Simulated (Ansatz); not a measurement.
# TaAl2O5: the cost of one run

Program: Ansatz 0.2.0. Level of theory: DFT PBE, scalar-relativistic, plane waves, PAW, unless a step names another level. These are calculated values, not measurements.

15 further runs of the same task are left out: 5 that didn't finish, 10 set aside as unsound or not needed.

## Step 1: What the formula suggests

Pauling electronegativities: Ta 1.50, Al 1.61, O 3.44 (spread 1.94). The formula balances with common oxidation states: Ta +4, Al +3, O -2. Tabulated atomic sizes suggest about 11 Å³/atom. 18 candidates were drawn, by swapping species into database cells of other compounds, at random by space group and Wyckoff sites, or by hand, as the table says:

```tsv
name	made from	space group no.	Wyckoff sites	atoms (primitive cell)	V (Å³/atom)
c01	database cell of Sr2H5Rh	107	Ta 2a; Al 4b; O 8c, 2a	8	11.4
c02	database cell of Al5CuW2	123	Ta 1b; Al 1a, 1d; O 4i, 1c	8	11.0
c03	built by hand: beta-Ti3O5, Ta on M3	12	Ta 4i; Al 4i, 4i; O 4i, 4i, 4i, 4i, 4i	16	11.1
c04	random	187	Ta 1a; Al 1f, 1d; O 2h, 3k	8	14.0
c05	random	191	Ta 1a; Al 2e; O 2d, 2c, 1b	8	14.4
c06	built by hand: beta-Ti3O5, Ta on M2	12	Ta 4i; Al 4i, 4i; O 4i, 4i, 4i, 4i, 4i	16	11.1
c07	database cell of Li2BiF5	87	Ta 2a; Al 4d; O 8h, 2b	8	13.0
c08	random	189	Ta 1b; Al 2d; O 3f, 2e	8	14.1
c09	random	47	Ta 1g; Al 2t; O 4v, 1b	8	13.3
c10	random	123	Ta 1a; Al 2h; O 4j, 1b	8	12.9
c11	random	65	Ta 2d; Al 4k; O 8n, 2b	8	13.4
c12	random	183	Ta 1a; Al 2b; O 2b, 3c	8	12.6
c13	built by hand: beta-Ti3O5, Ta on dimer site M1	12	Ta 4i; Al 4i, 4i; O 4i, 4i, 4i, 4i, 4i	16	11.1
c14	random	123	Ta 1b; Al 1d, 1a; O 4o, 1c	8	12.6
c15	database cell of V2OF5	5	Ta 2a; Al 4c; O 2b, 4c, 4c	8	12.6
c16	random	123	Ta 1a; Al 2h; O 4i, 1b	8	12.9
c17	built by hand: pseudobrookite (Al2TiO5), Ta on 4c	63	Ta 4c; Al 8f; O 8f, 8f, 4c	16	11.1
c18	built by hand: inverse pseudobrookite, polar order	36	Ta 4a; Al 4a, 4a; O 4a, 4a, 4a, 4a, 4a	16	11.1
```

## Step 2: Screening run of c03

Contents of input.yaml:

```yaml
crystal:
  lattice:
    - [4.9, -1.91, 0.0]
    - [4.9, 1.91, 0.0]
    - [-0.24868101, 0.0, 9.49674459]
  atoms:
    - { symbol: Ta, position: [0.0542, 0.0542, 0.3659] }
    - { symbol: Ta, position: [0.9458, 0.9458, 0.6341] }
    - { symbol: Al, position: [0.1279, 0.1279, 0.0441] }
    - { symbol: Al, position: [0.8721, 0.8721, 0.9559] }
    - { symbol: Al, position: [0.2214, 0.2214, 0.7338] }
    - { symbol: Al, position: [0.7786, 0.7786, 0.2662] }
    - { symbol: O, position: [0.6764, 0.6764, 0.0604] }
    - { symbol: O, position: [0.3236, 0.3236, 0.9396] }
    - { symbol: O, position: [0.5882, 0.5882, 0.3457] }
    - { symbol: O, position: [0.1338, 0.1338, 0.5594] }
    - { symbol: O, position: [0.7584, 0.7584, 0.7554] }
    - { symbol: O, position: [0.4118, 0.4118, 0.6543] }
    - { symbol: O, position: [0.8662, 0.8662, 0.4406] }
    - { symbol: O, position: [0.2416, 0.2416, 0.2446] }
    - { symbol: O, position: [0.9534, 0.9534, 0.1618] }
    - { symbol: O, position: [0.0466, 0.0466, 0.8382] }
basis:
  ecutwfc: 420
kpoints:
  mp_grid: { grid: [3, 3, 2] }
hamiltonian:
  xc: pbe
scf:
  occupations: { method: gaussian, width: 0.15 }
  lower_state_search: "off"
output:
  forces: true
  stress: true
  eigenvalues: true
relax:
  adjacent_minimum: "off"
  f_tol: 0.08
  max_steps: 16
  cell: { stress_tol: 0.8 }
```

Command:

```bash
$ ansatz run input.yaml --threads 1 --pin off --max-ram 2560MiB --backend cpu --events-out ev --progress --plain --runs-dir out
```

What time and memory should one allow on 1 thread of Intel Xeon Platinum 8259CL at 2.50GHz (Skylake/Cascade Lake), shared host?

About 2.3 min, with a peak of 0.54 GiB.
